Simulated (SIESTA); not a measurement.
The system is Ti3Si.

```
Ti Si
1.0
     0.00000    3.14436    3.14436
     3.14436    0.00000    3.14436
     3.14436    3.14436    0.00000
Ti Si
3 1
Direct
  0.00000 0.00000 0.00000
  0.25000 0.25000 0.25000
  0.75000 0.75000 0.75000
  0.50000 0.50000 0.50000
```

The cell comes from a database or a generator and needn't be the stable form of this composition.

- Program: SIESTA 5.4.2
- Task: single point
- Functional: PBEsol
- Potentials or basis: PseudoDojo 0.4 standard (PBEsol files)
- Basis: DZP (energy shift 0.003 Ry; two zetas on semicore shells)
- Grid cutoff: 800 Ry
- Energy shift: 0.003 Ry
- k mesh: 7 × 7 × 7
- Occupations: fermi-dirac, width 0.05 eV
- Spin: no spin polarisation

On this cell: pressure -4.1 GPa; largest force zero by symmetry; band gap on the k mesh none (metal or under the smearing width).

The same run follows on a disturbed copy (atoms moved at random, drawn with an rms of 0.05 Å):

```
Ti Si
1.0
     0.00000    3.14436    3.14436
     3.14436    0.00000    3.14436
     3.14436    3.14436    0.00000
Ti Si
3 1
Direct
  0.01571 0.00242 0.98385
  0.24850 0.24924 0.24349
  0.75176 0.75579 0.75107
  0.50604 0.49086 0.51541
```

Q: What does the disturbed cell give?

A: The energy (extrapolated to zero smearing) moves by +9.1 meV/atom; pressure -3.8 GPa; largest force 0.546 eV/Å; band gap on the k mesh none (metal or under the smearing width).

Forces in eV/Å, atoms in the order of the input:
```
Ti   0.183 -0.085 -0.230
Ti   0.107  0.407  0.111
Ti  -0.190  0.196 -0.016
Si  -0.102 -0.519  0.134
```

Stress tensor (GPa, compression positive):
```
-3.82 -0.14 -0.31
-0.14 -3.86 -0.32
-0.31 -0.32 -3.81
```

Caveats: the basis of atomic orbitals isn't converged, which shifts pressures, moduli and gaps.
